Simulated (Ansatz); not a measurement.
The system is MoIr4.

```
Ir Mo
1.0
     1.37422    0.79341   11.30610
    -1.37422    0.79341   11.30610
     0.00000   -1.58681   11.30610
Ir Mo
4 1
Cartesian
  0.0000 0.0000 20.3610
  0.0000 0.0000 6.7605
  0.0000 0.0000 27.1578
  0.0000 0.0000 13.5573
  0.0000 0.0000 0.0000
```

The cell comes from a database or a generator and needn't be the stable form of this composition.

Base run:

* Program: Ansatz 0.2.0
* Functional: PBE
* Potentials or basis: Ansatz PAW
* Cutoff: 420 eV (not typed: the program's choice for these potentials)
* k mesh: 11 × 11 × 11
* Occupations: fermi-dirac, width 0.05 eV
* Spin: no spin polarisation

Its results: band gap on the k mesh none (metal or under the smearing width); pressure -1.6 GPa; largest force 0.067 eV/Å.

Problem. After a change of settings the same cell gave: band gap on the k mesh none (metal or under the smearing width); pressure -17.3 GPa; largest force 0.072 eV/Å. Which change was it?
A. functional from PBE to LDA
B. functional from PBE to revPBE
C. functional from PBE to PBEsol
D. functional from PBE to r2SCAN; cutoff from 420 eV (not typed: the program's choice for these potentials) to 500 eV (not typed: the program's choice for these potentials)

Solution. A.

LDA binds more tightly than PBE, so the same cell stands under less pressure.

Caveats: the PAW data sets come from PBE, with cores solved anew for the run's functional, which leaves a small shift of forces and pressure (some runs).
